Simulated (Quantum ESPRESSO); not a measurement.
CdRu2: single point with PBE+D2

CdRu2:

```xyz
3
Lattice="-1.6256 1.6256 3.9933 1.6256 -1.6256 3.9933 1.6256 1.6256 -3.9933" Properties=species:S:1:pos:R:3 pbc="T T T"
Cd    0.0000    0.0000    0.0000
Ru    0.0000    0.0000    2.6596
Ru    0.0000    0.0000    5.3271
```

The cell was built by a generator and needn't be a form met in nature.

```json
{"Program": "Quantum ESPRESSO 7.5", "Task": "single point", "Functional": "PBE", "Dispersion": "D2", "Potentials or basis": "SSSP 1.3 efficiency PBE", "Cutoff": "816 eV", "Density cutoff": "6531 eV", "k mesh": "11 × 11 × 11", "Occupations": "gaussian, width 0.05 eV", "Spin": "no spin polarisation"}
```

```json
{
 "Pressure": "23.4 GPa",
 "Largest force": "0.339 eV/Å",
 "Band gap on the k mesh": "none (metal or under the smearing width)"
}
```

Forces in eV/Å, atoms in the order of the input:
```
Cd   0.000  0.000  0.000
Ru  -0.294 -0.169  0.000
Ru   0.294  0.169  0.000
```

Stress tensor (GPa, compression positive):
```
29.51  6.34  0.00
 6.34 22.15  0.00
 0.00  0.00 18.50
```

Levels at points of the mesh, in eV from the Fermi level:
```csv
k point,band 18,band 19,band 20,band 21,band 22,band 23,band 24,band 25,band 26,band 27
"(0.00, 0.00, 0.00)",-2.10,-2.10,-2.08,-1.63,-1.63,-0.85,0.65,4.89,6.61,11.53
```

Run time: 14 min on 1 thread of Intel(R) Xeon(R) Platinum 8488C (Sapphire Rapids), with other jobs on the host, peak memory 0.61 GiB.

Caveat: so large a pressure means that the cell lies far from this level's equilibrium, or that cutoff or potentials fall short; pairwise dispersion overbinds metals, which lowers pressure and volume.
